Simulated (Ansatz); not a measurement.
Crystal: MnO2.

```xyz
12
Lattice="0.0000 4.0200 4.0200 4.0200 0.0000 4.0200 4.0200 4.0200 0.0000" Properties=species:S:1:pos:R:3 pbc="T T T"
Mn    1.0050    1.0050    1.0050
Mn    3.0150    3.0150    1.0050
Mn    1.0050    3.0150    3.0150
Mn    3.0150    1.0050    3.0150
O     2.9021    2.9021    2.9021
O     5.1379    5.1379    2.9021
O     2.9021    5.1379    5.1379
O     5.1379    2.9021    5.1379
O     4.9121    4.9121    7.1479
O     7.1479    7.1479    7.1479
O     4.9121    7.1479    4.9121
O     7.1479    4.9121    4.9121
```

The cell is a database's computed one.

```yaml
Program: Ansatz 0.2.0
Task: relaxation of cell and atoms
Functional: PBEsol
Dispersion: D3(BJ)
Potentials_or_basis: Ansatz PAW
Cutoff: "420 eV (not typed: the program's choice for these potentials)"
k_mesh: 6 × 6 × 6
Occupations: fermi-dirac, width 0.05 eV
Spin: collinear spin, ferromagnetic start
Starting_moments: "[4.0, 4.0, 4.0, 4.0, 0.0, 0.0, 0.0, 0.0, 0.0, 0.0, 0.0, 0.0] μB"
```

At the start: volume 10.83 Å³/atom.

Q: How do energy, volume and symmetry change on relaxing?

A: It ends after 7 steps and the volume is 10.54 Å³/atom (-2.6 %); space group Fd-3m (No. 227, to 0.05 Å); moment 11.99 μB per cell.

The path:
```csv
step,energy change (eV),largest force (eV/Å),volume (Å³)
1,0.0000,0.1470,129.93
2,-0.0409,0.1383,127.48
3,-0.0500,0.0142,126.70
4,-0.0499,0.0004,126.73
5,-0.0358,0.0009,126.73
6,-0.0371,0.0006,126.53
7,-0.0363,0.0006,126.53
```

Final structure:
```yaml
crystal:
  lattice:
    - [0.00000, 3.98458, 3.98458]
    - [3.98458, 0.00000, 3.98458]
    - [3.98458, 3.98458, 0.00000]
  atoms:
    - { symbol: Mn, position: [0.12500, 0.12500, 0.12500] }
    - { symbol: Mn, position: [0.12500, 0.12500, 0.62500] }
    - { symbol: Mn, position: [0.62500, 0.12500, 0.12500] }
    - { symbol: Mn, position: [0.12500, 0.62500, 0.12500] }
    - { symbol: O, position: [0.36171, 0.36171, 0.36171] }
    - { symbol: O, position: [0.36171, 0.36171, 0.91486] }
    - { symbol: O, position: [0.91486, 0.36171, 0.36171] }
    - { symbol: O, position: [0.36171, 0.91486, 0.36171] }
    - { symbol: O, position: [0.88829, 0.88829, 0.33514] }
    - { symbol: O, position: [0.88829, 0.88829, 0.88829] }
    - { symbol: O, position: [0.88829, 0.33514, 0.88829] }
    - { symbol: O, position: [0.33514, 0.88829, 0.88829] }
```

Caveat: the plane-wave basis is chosen anew once the cell has moved, so the energies of steps on either side of that aren't comparable; the pressure holds a Pulay correction of +0.8 GPa for the finite cutoff; only a ferromagnetic start was run, and an antiferromagnetic order may lie lower in energy; the PAW data sets come from PBE, with cores solved anew for the run's functional, which leaves a small shift of forces and pressure.
